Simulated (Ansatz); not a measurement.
# HfAl5N6: the cost of one run

Program: Ansatz 0.2.0. Level of theory: DFT PBE, scalar-relativistic, plane waves, PAW. These are calculated values, not measurements.

### Step 1. The system as given

The structure is orthorhombic, space group Cmmm (No. 65). The conventional cell has a = 4.737 Å, b = 14.211 Å, c = 4.737 Å, α = 90.00°, β = 90.00°, γ = 90.00°. Hf (site symmetry mmm) has 6 N at 2.37 Å in its first shell of neighbours. Al (site symmetry m2m) has 6 N at 2.37 Å in its first shell of neighbours. Al (site symmetry mmm) is surrounded by 6 N at 2.37 Å. N (site symmetry mmm) is surrounded by 4 Al at 2.37 Å and 2 Hf at 2.37 Å. N (site symmetry mmm) has 2 Hf at 2.37 Å and 4 Al at 2.37 Å in its first shell of neighbours. N (site symmetry m2m) has 5 Al at 2.37 Å and 1 Hf at 2.37 Å in its first shell of neighbours. N (site symmetry m2m) is surrounded by 6 Al at 2.37 Å.

As a file:

```cif
data_structure
_symmetry_space_group_name_H-M 'P 1'
_symmetry_Int_Tables_number 1
_cell_length_a 7.4899
_cell_length_b 7.4899
_cell_length_c 4.7370
_cell_angle_alpha 90.000
_cell_angle_beta 90.000
_cell_angle_gamma 143.130
_cell_volume 159.45
loop_
_atom_site_label
_atom_site_type_symbol
_atom_site_fract_x
_atom_site_fract_y
_atom_site_fract_z
_atom_site_occupancy
Hf1 Hf 0.00000 0.00000 0.50000 1
Al1 Al 0.16667 0.83333 0.00000 1
Al2 Al 0.66667 0.33333 0.50000 1
Al3 Al 0.50000 0.50000 0.00000 1
Al4 Al 0.83333 0.16667 0.00000 1
Al5 Al 0.33333 0.66667 0.50000 1
N1 N 0.50000 0.50000 0.50000 1
N2 N 0.00000 0.00000 0.00000 1
N3 N 0.83333 0.16667 0.50000 1
N4 N 0.33333 0.66667 0.00000 1
N5 N 0.16667 0.83333 0.50000 1
N6 N 0.66667 0.33333 0.00000 1
```

The start is an ordering of an alloy on its end members' structure types: elements ordered on the sites of the HfN type, Hf/Al on Hf (Cmmm, No. 65).

### Step 2. Probe: one point on a coarse mesh

Input file input.yaml:

```yaml
crystal:
  lattice:
    - [2.3685243, -7.10557289, 0.0]
    - [2.3685243, 7.10557289, 0.0]
    - [0.0, 0.0, 4.73704859]
  atoms:
    - { symbol: Hf, position: [0.0, 0.0, 0.5] }
    - { symbol: Al, position: [0.16666667, 0.83333333, 0.0] }
    - { symbol: Al, position: [0.66666667, 0.33333333, 0.5] }
    - { symbol: Al, position: [0.5, 0.5, 0.0] }
    - { symbol: Al, position: [0.83333333, 0.16666667, 0.0] }
    - { symbol: Al, position: [0.33333333, 0.66666667, 0.5] }
    - { symbol: "N", position: [0.5, 0.5, 0.5] }
    - { symbol: "N", position: [0.0, 0.0, 0.0] }
    - { symbol: "N", position: [0.83333333, 0.16666667, 0.5] }
    - { symbol: "N", position: [0.33333333, 0.66666667, 0.0] }
    - { symbol: "N", position: [0.16666667, 0.83333333, 0.5] }
    - { symbol: "N", position: [0.66666667, 0.33333333, 0.0] }
basis:
  ecutwfc: 420
kpoints:
  mp_grid: { grid: [4, 4, 4] }
hamiltonian:
  xc: pbe
scf:
  occupations: { method: gaussian, width: 0.1 }
  lower_state_search: "off"
output:
  forces: true
  stress: true
  eigenvalues: true
```

Command:

```console
ansatz run input.yaml --threads 1 --pin off --max-ram 2560MiB --backend cpu --events-out ev --progress --plain --runs-dir out
```

What time and memory should one allow on 1 thread of Intel Xeon at 2.50GHz (Skylake/Cascade Lake), shared host?

About 20 s, with a peak of 0.51 GiB.
